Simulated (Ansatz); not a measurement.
**Alloy of Si and C (16 of 64 Si sites exchanged), 64 atoms**

Aim: relax the alloy cell and compare the gap by PBEsol.

Program: Ansatz 0.2.0, PAW, plane waves. These are calculated values, not measurements.

## Step 1: The system as built

64 atoms (48 Si, 16 C); a = 9.926 Å, b = 9.926 Å, c = 9.926 Å, α = 90.00°, β = 90.00°, γ = 90.00°. All atoms were shaken off their sites by about 0.02 Å along each axis; atoms next to an added one may be pushed further to make room.

The runs, in order: (2) PBEsol cell relaxation at the single k point (¼, ¼, ¼), on 1 × NVIDIA H100 80GB HBM3 with 4 threads of AMD EPYC 7R13.

## Step 2: Relaxing cell and atoms with PBEsol

Contents of in.yaml:

```yaml
crystal:
  lattice:
    - [9.926086, 0.000000, 0.000000]
    - [0.000000, 9.926086, 0.000000]
    - [0.000000, 0.000000, 9.926086]
  atoms:
    - { symbol: Si, position: [0.999705, 0.999964, 0.999956] }
    - { symbol: Si, position: [0.000258, 0.500760, 0.497469] }
    - { symbol: Si, position: [0.501509, 0.999294, 0.998177] }
    - { symbol: Si, position: [0.502238, 0.502545, 0.002852] }
    - { symbol: Si, position: [0.502372, 0.498462, 0.502692] }
    - { symbol: Si, position: [0.126796, 0.125791, 0.122830] }
    - { symbol: Si, position: [0.126721, 0.129190, 0.625495] }
    - { symbol: Si, position: [0.121882, 0.626820, 0.124630] }
    - { symbol: Si, position: [0.123737, 0.627182, 0.623024] }
    - { symbol: Si, position: [0.629789, 0.124028, 0.126940] }
    - { symbol: Si, position: [0.620627, 0.121519, 0.623147] }
    - { symbol: Si, position: [0.623903, 0.622888, 0.123696] }
    - { symbol: Si, position: [0.626192, 0.622583, 0.621053] }
    - { symbol: Si, position: [0.248735, 0.248650, 0.000490] }
    - { symbol: Si, position: [0.251575, 0.747717, 0.002900] }
    - { symbol: Si, position: [0.745945, 0.247666, 0.003377] }
    - { symbol: Si, position: [0.751480, 0.749435, 0.999797] }
    - { symbol: Si, position: [0.754100, 0.749511, 0.499935] }
    - { symbol: Si, position: [0.374145, 0.875260, 0.121273] }
    - { symbol: Si, position: [0.378225, 0.878603, 0.625575] }
    - { symbol: Si, position: [0.876556, 0.375430, 0.123162] }
    - { symbol: Si, position: [0.873371, 0.373633, 0.627784] }
    - { symbol: Si, position: [0.873826, 0.876447, 0.124597] }
    - { symbol: Si, position: [0.245471, 0.000486, 0.250265] }
    - { symbol: Si, position: [0.250816, 0.999198, 0.744797] }
    - { symbol: Si, position: [0.252084, 0.498746, 0.251445] }
    - { symbol: Si, position: [0.249707, 0.494868, 0.752158] }
    - { symbol: Si, position: [0.747187, 0.000182, 0.249073] }
    - { symbol: Si, position: [0.746503, 0.000418, 0.750241] }
    - { symbol: Si, position: [0.750313, 0.502912, 0.753106] }
    - { symbol: Si, position: [0.376595, 0.125044, 0.375574] }
    - { symbol: Si, position: [0.377265, 0.122987, 0.878042] }
    - { symbol: Si, position: [0.374235, 0.623256, 0.373269] }
    - { symbol: Si, position: [0.874151, 0.123161, 0.375671] }
    - { symbol: Si, position: [0.876783, 0.124491, 0.874633] }
    - { symbol: Si, position: [0.873042, 0.625970, 0.875689] }
    - { symbol: Si, position: [0.000234, 0.247536, 0.251360] }
    - { symbol: Si, position: [0.002886, 0.248319, 0.749768] }
    - { symbol: Si, position: [0.999801, 0.747403, 0.750384] }
    - { symbol: Si, position: [0.498027, 0.251947, 0.247432] }
    - { symbol: Si, position: [0.498764, 0.250897, 0.752749] }
    - { symbol: Si, position: [0.497665, 0.751834, 0.247831] }
    - { symbol: Si, position: [0.500276, 0.745388, 0.749644] }
    - { symbol: Si, position: [0.125087, 0.375171, 0.374755] }
    - { symbol: Si, position: [0.624689, 0.373396, 0.375594] }
    - { symbol: Si, position: [0.626051, 0.376131, 0.876724] }
    - { symbol: Si, position: [0.625673, 0.875508, 0.373512] }
    - { symbol: Si, position: [0.626298, 0.876953, 0.872152] }
    - { symbol: C, position: [0.998005, 0.999107, 0.499674] }
    - { symbol: C, position: [0.000735, 0.501739, 0.999314] }
    - { symbol: C, position: [0.499723, 0.998449, 0.498298] }
    - { symbol: C, position: [0.252766, 0.254267, 0.500989] }
    - { symbol: C, position: [0.251529, 0.750407, 0.500622] }
    - { symbol: C, position: [0.752868, 0.251478, 0.497148] }
    - { symbol: C, position: [0.374346, 0.376635, 0.122931] }
    - { symbol: C, position: [0.376923, 0.373638, 0.626517] }
    - { symbol: C, position: [0.876499, 0.875637, 0.628292] }
    - { symbol: C, position: [0.749988, 0.499442, 0.249056] }
    - { symbol: C, position: [0.377611, 0.626422, 0.872033] }
    - { symbol: C, position: [0.873266, 0.624644, 0.373921] }
    - { symbol: C, position: [0.001772, 0.749492, 0.246232] }
    - { symbol: C, position: [0.124359, 0.375289, 0.876354] }
    - { symbol: C, position: [0.122445, 0.871665, 0.374755] }
    - { symbol: C, position: [0.124248, 0.873187, 0.876308] }
  symmetry: { detect: false }
kpoints:
  mp_grid: { grid: [1, 1, 1], shift: [0.25, 0.25, 0.25] }
hamiltonian:
  xc: pbesol
scf:
  occupations: { method: fermi_dirac, width: 0.01 }
relax:
  f_tol: 0.03
  max_steps: 80
  escape_saddle: false
  adjacent_minimum: "off"
  cell: { fix: [shape] }
output:
  forces: true
  eigenvalues: true
  populations: true
```

Launch:

```sh
ansatz run in.yaml --threads 4 --pin off --max-ram 42750MiB --runs-dir r --events-out ev --progress --plain --backend cuda --devices 0, --max-vram 37GiB
```

Q: Predict the outcome of this session. Wanted: for each run, top filled to lowest empty.

As calculated:

```
             level        time  top filled to lowest empty (eV)
PBEsol, relaxation  16 s (GPU)                             0.43
```

| quantity | value |
| --- | --- |
| relaxation | 17 recorded steps, 31.65 eV gained |
| largest shift | 0.82 Å (Si7) |
| relaxed cell | a = 9.863 Å, b = 9.863 Å, c = 9.863 Å, α = 90.00°, β = 90.00°, γ = 90.00° |
| mean bonds | C–C 1.546, C–Si 1.966, Si–Si 2.322 Å |

**Reading.** The relaxation lowers the energy by 31.65 eV; the largest shift is 0.82 Å (Si7), while the volume changes by -1.9 %. The mean lengths of the listed bonds run from C–C 1.55 Å to Si–Si 2.32 Å. With one k point the spacing samples only the states that fold onto it, so it can exceed the gap over the zone.
